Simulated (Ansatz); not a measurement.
# CH4Ge: the cost of one run

Program: Ansatz 0.2.0, Gaussian basis. Level of theory: cc-pVTZ, core rule «outside noble gas», up to 15 orbitals frozen. These are calculated values, not measurements.

To be run: UHF; CCSD(T) on ROHF; CCSD(T) on UHF; BCCD(T) on ROHF; CCSDT(Q) on ROHF; CCSDT(Q) on UHF; CASSCF and NEVPT2, 12 electrons in 12 orbitals.

4 further runs of the same task are left out: 4 set aside as unsound or not needed.

### Step 1. The system

The geometry is a PBE0/def2-TZVP stationary point (not a proven minimum) of the parent state, kept for this charge and spin. No spin-orbit coupling is included. The filled d shell of Ge may be among the frozen orbitals whatever the setting's name suggests; the logs give the count.

6 atoms, charge 0, spin multiplicity 5.

Atoms are counted from 1 here; the program's logs count them from 0.

Bond lengths: Ge1–C2 1.900 Å, Ge1–H3 1.541 Å, Ge1–H4 1.538 Å, Ge1–H5 1.538 Å, C2–H6 1.082 Å. Angles: C2–Ge1–H3 109.8°, C2–Ge1–H4 109.6°, C2–Ge1–H5 109.6°, H3–Ge1–H4 109.4°, H3–Ge1–H5 109.4°, H4–Ge1–H5 109.0°, Ge1–C2–H6 147.0°.

### Step 2. UHF

The input, in.yaml:

```yaml
crystal:
  periodic: [false, false, false]
  atoms:
    - {symbol: Ge, position_ang: [0.000000, 0.010692, 0.271396]}
    - {symbol: C, position_ang: [0.000000, -0.110084, -1.624423]}
    - {symbol: H, position_ang: [0.000001, 1.490409, 0.700986]}
    - {symbol: H, position_ang: [1.251558, -0.684470, 0.832348]}
    - {symbol: H, position_ang: [-1.251558, -0.684469, 0.832348]}
    - {symbol: H, position_ang: [0.000000, 0.419749, -2.567788]}
basis:
  gaussian: {orbitals: cc-pVTZ}
magnetization: {spin_polarized: true, initial_magnetization: 4}
hamiltonian: {xc: hf}
output: {orbitals: {seedname: orbitals}}
```

Run with:

```sh
$ ansatz run in.yaml --threads 1 --pin off --events-out ev --progress --plain --max-ram 4096MiB --backend cpu
```

Q: Estimate wall time and peak memory on 1 thread of AMD EPYC 7R13, shared host.

About 39 s, with a peak of 0.4 GiB.
